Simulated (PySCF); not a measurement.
**WOCl₂: singlet, from a trigonal planar start**

Where does singlet WOCl₂ go from a trigonal planar start, is the end point a minimum, and what are its modes, charges and moments?

Method: PBE0, basis W def2-TZVP with ECP60, O def2-TZVP, Cl def2-TZVP, scalar-relativistic core potentials, no spin–orbit coupling, density fitting; program: PySCF 2.14.0.

### Step 1. Where the work starts

4 atoms, charge 0, spin multiplicity 1.

Bond lengths: W1–O2 1.770 Å, W1–Cl3 2.360 Å, W1–Cl4 2.360 Å. Angles: O2–W1–Cl3 120.0°, O2–W1–Cl4 120.0°, Cl3–W1–Cl4 120.0°.

Z-matrix (Å, degrees; charge 0 multiplicity 1):
```
W
O  1 1.7700
Cl 1 2.3600 2 120.00
Cl 1 2.3600 2 120.00 3 180.00
```

### Step 2. Finding the electronic state

The steps below are one call of a driver around PySCF. For each, scf.py gives the equivalent set-up of the SCF; relaxations use the driver's own optimiser. After this first run the driver tries any further starts and a stability analysis.

Contents of scf.py:

```python
from pyscf import gto, scf, dft
mol = gto.M(atom='''
W     -0.200880     0.000000     0.000000
O     -1.970910    -0.000010     0.000000
Cl     0.979110    -2.043820     0.000000
Cl     0.979110     2.043810     0.000000''',
    basis={'W': 'def2-TZVP', 'O': 'def2-TZVP', 'Cl': 'def2-TZVP'},
    ecp={'W': 'def2-TZVP'},
    charge=0, spin=0)
mf = dft.RKS(mol, xc='PBE0')
mf.grids.atom_grid = (50, 194)
aux = {'W': 'def2-universal-JKFIT', 'O': 'def2-universal-JKFIT', 'Cl': 'def2-universal-JKFIT'}
mf = mf.density_fit(auxbasis=aux)
mf.conv_tol = 1e-08
mf.diis_space = 10
mf.max_cycle = 60
mf.init_guess = 'minao'
mf.verbose = 4
mf.kernel()
```

Started as:

```console
OMP_NUM_THREADS=4 python axn.py task.json out
```

What it wrote, cut to the lines that bear on the results:

```text
[... the frontier levels of the middle cycles are left out ...]
init E= -1042.75263549641
  HOMO = -0.295682510260543  LUMO = -0.281139697303188  gap/eV = 0.39573
cycle= 1 E= -1062.06423387188  delta_E= -19.3  |g|= 1.39  |ddm|=  7.6
  HOMO = -0.317365025080482  LUMO = -0.307195767067627  gap/eV = 0.27672
cycle= 2 E= -1053.46088783247  delta_E=  8.6  |g|= 5.29  |ddm|= 3.51
  HOMO = -0.24255959839639  LUMO = -0.15241518461506  gap/eV = 2.45295
cycle= 3 E= -1062.46011843877  delta_E=   -9  |g|= 0.321  |ddm|= 3.05
cycle= 4 E= -1062.45155046548  delta_E= 0.00857  |g|= 0.397  |ddm|= 0.568
cycle= 5 E= -1062.4864091903  delta_E= -0.0349  |g|= 0.0923  |ddm|= 0.336
cycle= 6 E= -1062.48824230875  delta_E= -0.00183  |g|= 0.0442  |ddm|= 0.0946
cycle= 7 E= -1062.48866285072  delta_E= -0.000421  |g|= 0.0109  |ddm|= 0.0232
cycle= 8 E= -1062.48868865942  delta_E= -2.58e-05  |g|= 0.00341  |ddm|= 0.00938
cycle= 9 E= -1062.48869165615  delta_E= -3e-06  |g|= 0.000628  |ddm|= 0.00366
cycle= 10 E= -1062.48869189082  delta_E= -2.35e-07  |g|= 0.000166  |ddm|= 0.00151
cycle= 11 E= -1062.48869191906  delta_E= -2.82e-08  |g|= 6.71e-05  |ddm|= 0.000682
cycle= 12 E= -1062.48869192164  delta_E= -2.57e-09  |g|= 1.46e-05  |ddm|= 0.000209
  HOMO = -0.259167229701617  LUMO = -0.156699420840042  gap/eV = 2.78829
Extra cycle  E= -1062.48869192133  delta_E= 3.01e-10  |g|= 4.25e-05  |ddm|= 4.01e-05
converged SCF energy = -1062.48869192133
```

This step, with its further starts and checks, needed 25 s of wall time on 4 threads of Arm Neoverse V1, shared host.

The starts that the driver tried:

```
                      start   energy (Eh)
    the minimal-basis guess  -1062.488692
a thermally smeared density  -1062.488692
      a smeared PBE density  -1062.488692
```

No lower closed-shell solution turned up from the other starts or in the test of internal stability.

### Step 3. Relaxation: trigonal planar start, singlet

The program finds C2v symmetry in the start, which this walk keeps. Threshold on the gradient: 0.0003 Eh/bohr, with a further test on the energy change.

scf.py, as its differences from that of step 2:

```diff
@@ -3,4 +3,4 @@
-W     -0.200880     0.000000     0.000000
-O     -1.970910    -0.000010     0.000000
-Cl     0.979110    -2.043820     0.000000
-Cl     0.979110     2.043810     0.000000''',
+W     -0.200880    -0.000000     0.000000
+O     -1.970910    -0.000001     0.000000
+Cl     0.979111    -2.043814     0.000000
+Cl     0.979108     2.043816     0.000000''',
@@ -17 +16,0 @@
-mf.init_guess = 'minao'
```

The optimiser's trace:

```
step   energy (Eh)  change (kJ/mol)  largest symmetric gradient (Eh/bohr)
   0  -1062.488692             0.00                               0.10211
   1  -1062.509581           -54.84                               0.05883
   2  -1062.513038           -63.92                               0.00306
   3  -1062.513665           -65.57                               0.00339
   4  -1062.514092           -66.69                               0.00121
   5  -1062.514097           -66.70                               0.00056
   6  -1062.514097           -66.70                               0.00001
```

The walk took 27 s.

End point (C2v, 6 steps, 66.7 kJ/mol gained): W–Cl 2.226 Å (×2), W–O 1.668 Å; Cl–W–Cl 133.0°, Cl–W–O 113.5° (×2).

### Step 4. Hessian and properties

On the finer grid the gradient is checked again; gradients at displacements of ±0.02 bohr then give force constants and infrared intensities.

scf.py, as its differences from that of step 3:

```diff
@@ -3,4 +3,4 @@
-W     -0.200880    -0.000000     0.000000
-O     -1.970910    -0.000001     0.000000
-Cl     0.979111    -2.043814     0.000000
-Cl     0.979108     2.043816     0.000000''',
+W     -0.133537    -0.000000     0.000000
+O     -1.801335    -0.000001     0.000000
+Cl     0.759121    -2.038786     0.000000
+Cl     0.759118     2.038787     0.000000''',
@@ -11 +11 @@
-mf.grids.atom_grid = (50, 194)
+mf.grids.atom_grid = (75, 302)
@@ -14 +14 @@
-mf.conv_tol = 1e-08
+mf.conv_tol = 1e-10
```

The driver hands on the density of the step before, so the log starts near convergence.

SCF at the final geometry:

```text
init E= -1062.51398072925
  HOMO = -0.244037493176407  LUMO = -0.134938367389135  gap/eV = 2.96874
cycle= 1 E= -1062.51398072925  delta_E= -2.73e-12  |g|= 1.04e-06  |ddm|= 8.86e-07
  HOMO = -0.24403771374395  LUMO = -0.134938579575042  gap/eV = 2.96874
Extra cycle  E= -1062.51398072925  delta_E= 5.91e-12  |g|= 3.28e-06  |ddm|= 2.35e-06
converged SCF energy = -1062.51398072925
```

The whole step took 70 s.

Geometry: C2v; W–Cl 2.226 Å (×2), W–O 1.668 Å; Cl–W–Cl 132.7°, Cl–W–O 113.6° (×2).

Harmonic modes (main isotopes):

| symmetry | ω (cm⁻¹) | IR (km/mol) | type |
| --- | --- | --- | --- |
| b1 | 90 | 1.9 | bend |
| a1 | 107 | 0.2 | bend |
| b2 | 234 | 0.0 | bend |
| a1 | 415 | 13.6 | stretch |
| b2 | 449 | 90.8 | stretch |
| a1 | 1091 | 129 | stretch |

All wavenumbers are real: a minimum.

Constants and moments:

| Property | Result |
| --- | --- |
| Dipole moment | 1.53 D |
| Highest occupied level | -6.64 eV |
| Lowest empty level | -3.67 eV |
| Rotational constants | 0.1766, 0.05799, 0.04365 cm⁻¹ |
| Zero-point energy | 14.3 kJ/mol |
| Principal polarisabilities | 58.2, 61.9, 80.8 bohr³ |
| Atomisation energy without zero-point energy | 1551 kJ/mol |
| Principal traceless quadrupole moments about the centre of mass | -2.27, -0.26, 2.54 D Å |
| Entropy at 298.15 K and 1 bar | 333.1 J/(mol K) |
| Heat capacity Cp at 298.15 K | 70.0 J/(mol K) |
| Enthalpy at 298.15 K above 0 K | 16.66 kJ/mol |
| Rotational symmetry number | 2 |

Charges (e) and bond orders:

| atom | Mulliken | Löwdin | polar tensor | Mayer order to W1 |
| --- | --- | --- | --- | --- |
| W1 | 0.95 | -0.01 | 1.43 | – |
| O2 | -0.40 | -0.22 | -0.60 | 2.24 |
| Cl3,4 | -0.28 | 0.12 | -0.41 | 1.20 |

Outer orbital energies (eV). occupied: -12.30, -11.61, -10.99, -10.82, -10.49, -10.43, -10.17, -6.64; empty: -3.67, -2.45, -1.47, -1.41.

Mulliken populations on W1 (outside its core potential): s 2.85, p 6.29, d 3.80, f 0.10.

### Step 5. A spin-polarised start

A stability analysis found the closed shell of the lowest minimum unstable towards spin polarisation, so the unrestricted solution is followed.

The program finds C2v symmetry in the start, which may break.

scf.py, as its differences from that of step 4:

```diff
@@ -3,4 +3,4 @@
-W     -0.133537    -0.000000     0.000000
-O     -1.801335    -0.000001     0.000000
-Cl     0.759121    -2.038786     0.000000
-Cl     0.759118     2.038787     0.000000''',
+W     -0.132480    -0.000000     0.000000
+O     -1.800277    -0.000001     0.000000
+Cl     0.760178    -2.038786     0.000000
+Cl     0.760175     2.038787     0.000000''',
@@ -10,2 +10,2 @@
-mf = dft.RKS(mol, xc='PBE0')
-mf.grids.atom_grid = (75, 302)
+mf = dft.UKS(mol, xc='PBE0')
+mf.grids.atom_grid = (50, 194)
@@ -14 +14 @@
-mf.conv_tol = 1e-10
+mf.conv_tol = 1e-08
```

Energy and gradient, step by step:

```
step   energy (Eh)  change (kJ/mol)  largest gradient (Eh/bohr)
   0  -1062.519078             0.00                     0.00736
   1  -1062.519545            -1.23                     0.00504
   2  -1062.519643            -1.48                     0.00145
   3  -1062.519683            -1.59                     0.00154
   4  -1062.519694            -1.62                     0.00141
   5  -1062.519711            -1.66                     0.00092
   6  -1062.519715            -1.67                     0.00007
```

The walk took 32 s.

Positions (Å) and forces (eV/Å) along the way:

```
step 0
W   -0.132   0.000   0.000  -0.354   0.000   0.000
O   -1.800   0.000   0.000  -0.173   0.000   0.000
Cl   0.760  -2.039   0.000   0.264  -0.378   0.000
Cl   0.760   2.039   0.000   0.264   0.378   0.000
step 1
W   -0.143   0.000   0.000  -0.259   0.000   0.000
O   -1.814   0.000   0.000   0.059   0.000   0.000
Cl   0.773  -2.048   0.000   0.100  -0.053   0.000
Cl   0.773   2.048   0.000   0.100   0.053   0.000
step 3
W   -0.164   0.000   0.005   0.012   0.000  -0.013
O   -1.834   0.000  -0.002   0.006   0.000   0.005
Cl   0.793  -2.039  -0.002  -0.009   0.079   0.004
Cl   0.793   2.039  -0.002  -0.009  -0.079   0.004
step 6
W   -0.174   0.000   0.001  -0.001   0.000  -0.001
O   -1.845   0.000   0.000   0.004   0.000   0.000
Cl   0.803  -2.025   0.000  -0.001   0.003   0.000
Cl   0.803   2.025   0.000  -0.001  -0.003   0.000
```

It settles in C2v symmetry, 1.7 kJ/mol below the start, after 6 steps: W–Cl 2.248 Å (×2), W–O 1.671 Å; Cl–W–Cl 128.5°, Cl–W–O 115.8° (×2).

### Step 6. Hessian and properties

The same treatment as at the point before.

scf.py, as its differences from that of step 5:

```diff
@@ -3,4 +3,4 @@
-W     -0.132480    -0.000000     0.000000
-O     -1.800277    -0.000001     0.000000
-Cl     0.760178    -2.038786     0.000000
-Cl     0.760175     2.038787     0.000000''',
+W     -0.159049    -0.000000    -0.000006
+O     -1.830470    -0.000001    -0.000073
+Cl     0.828062    -2.019873     0.000033
+Cl     0.828059     2.019874     0.000033''',
@@ -11 +11 @@
-mf.grids.atom_grid = (50, 194)
+mf.grids.atom_grid = (75, 302)
@@ -14 +14 @@
-mf.conv_tol = 1e-08
+mf.conv_tol = 1e-10
```

SCF at the final geometry:

```text
init E= -1062.51967812874
[... the frontier-level lines of each cycle are left out ...]
cycle= 1 E= -1062.51967812872  delta_E= 2.11e-11  |g|= 8.18e-06  |ddm|= 1.09e-05
Extra cycle  E= -1062.51967812863  delta_E= 8.73e-11  |g|= 1.52e-05  |ddm|= 2.02e-05
converged SCF energy = -1062.51967812863  <S^2> = 0.71754095  2S+1 = 1.9672732
```

The whole step needed 1.8 min of wall time on 4 threads of Arm Neoverse V1, shared host.

Geometry: C2v; W–Cl 2.248 Å (×2), W–O 1.671 Å; Cl–W–Cl 127.9°, Cl–W–O 116.0° (×2).

Modes, for the most abundant isotopes:

| ω (cm⁻¹) | IR (km/mol) | μ (u) | type |
| --- | --- | --- | --- |
| 97 | 4.6 | 26.99 | bend |
| 100 | 0.7 | 39.70 | bend |
| 210 | 1.3 | 18.39 | bend |
| 394 | 19.3 | 36.71 | stretch |
| 431 | 103 | 43.51 | stretch |
| 1082 | 138 | 17.27 | stretch |

All wavenumbers are real: a minimum.

The SCF density has lower symmetry than the nuclear frame, so the modes carry no labels.

Constants and moments:

* Dipole moment: 1.18 D
* Highest occupied level: -7.04 eV
* Lowest empty level: -3.39 eV
* Rotational constants: 0.1587, 0.05908, 0.04305 cm⁻¹
* Zero-point energy: 13.8 kJ/mol
* Principal polarisabilities: 53.4, 62.5, 81.8 bohr³
* Atomisation energy without zero-point energy: 1565 kJ/mol
* Principal traceless quadrupole moments about the centre of mass: -2.76, 0.08, 2.68 D Å
* Entropy at 298.15 K and 1 bar: 334.8 J/(mol K)
* Heat capacity Cp at 298.15 K: 70.5 J/(mol K)
* Enthalpy at 298.15 K above 0 K: 16.85 kJ/mol
* Rotational symmetry number: 2
* Spin squared ⟨S²⟩: 0.718

Charges (e) and bond orders:

```tsv
atom	Mulliken	Löwdin	polar tensor	spin (Mulliken)	Mayer order to W1
W1	1.02	0.07	1.62	0.00	–
O2	-0.41	-0.23	-0.66	0.00	2.23
Cl3,4	-0.30	0.08	-0.48	0.00	1.15
```

Outer orbital energies (eV). α occupied: -12.27, -11.63, -10.81, -10.63, -10.30, -10.24, -10.01, -7.04; empty: -3.39, -2.49, -1.50, -1.31. β occupied: -12.27, -11.63, -10.81, -10.63, -10.30, -10.24, -10.01, -7.04; empty: -3.39, -2.49, -1.50, -1.31.

Mulliken populations on W1 (outside its core potential): s 2.72, p 6.30, d 3.86, f 0.10.

### Step 7. The points found, side by side

| spin | group | bonds | imaginary modes (cm⁻¹) | ΔE (kJ/mol) | with zero-point energy |
| --- | --- | --- | --- | --- | --- |
| broken-symmetry (Ms = 0) | C2v (density of lower symmetry) | W–Cl 2.248 Å (×2), W–O 1.671 Å | none | 0.0 | 0.0 |
| singlet | C2v | W–Cl 2.226 Å (×2), W–O 1.668 Å | none | 15.0 | 15.4 |

### Step 8. What came out

| quantity | value |
| --- | --- |
| minimum | broken-symmetry (Ms = 0), C2v |
| geometry | W–Cl 2.248 Å (×2), W–O 1.671 Å; Cl–W–Cl 127.9°, Cl–W–O 116.0° (×2) |
| wavenumbers (cm⁻¹) | 97, 100, 210, 394, 431, 1082 |
| dipole moment | 1.18 D |
| highest occupied, lowest empty level (either spin) | -7.04, -3.39 eV |
| polar-tensor charge of W1 | +1.62 e |
| zero-point energy | 13.8 kJ/mol |
| entropy at 298.15 K | 334.8 J/(mol K) |
| atomisation energy (no zero-point energy) | 1565 kJ/mol |
| ⟨S²⟩ | 0.718 |

In words: The trigonal planar start keeps its C2v symmetry and ends in a minimum. The determinant is spin-contaminated (⟨S²⟩ = 0.72 against 0.00), so it is no pure spin state. The strongest infrared band lies at 1082 cm⁻¹ (stretch). Only this shape and spin were tried, so other structures or states may lie lower. The SCF density has lower symmetry than the nuclear frame. With an element this heavy the missing spin–orbit coupling can shift these numbers.

The search up to here took 4.5 min.
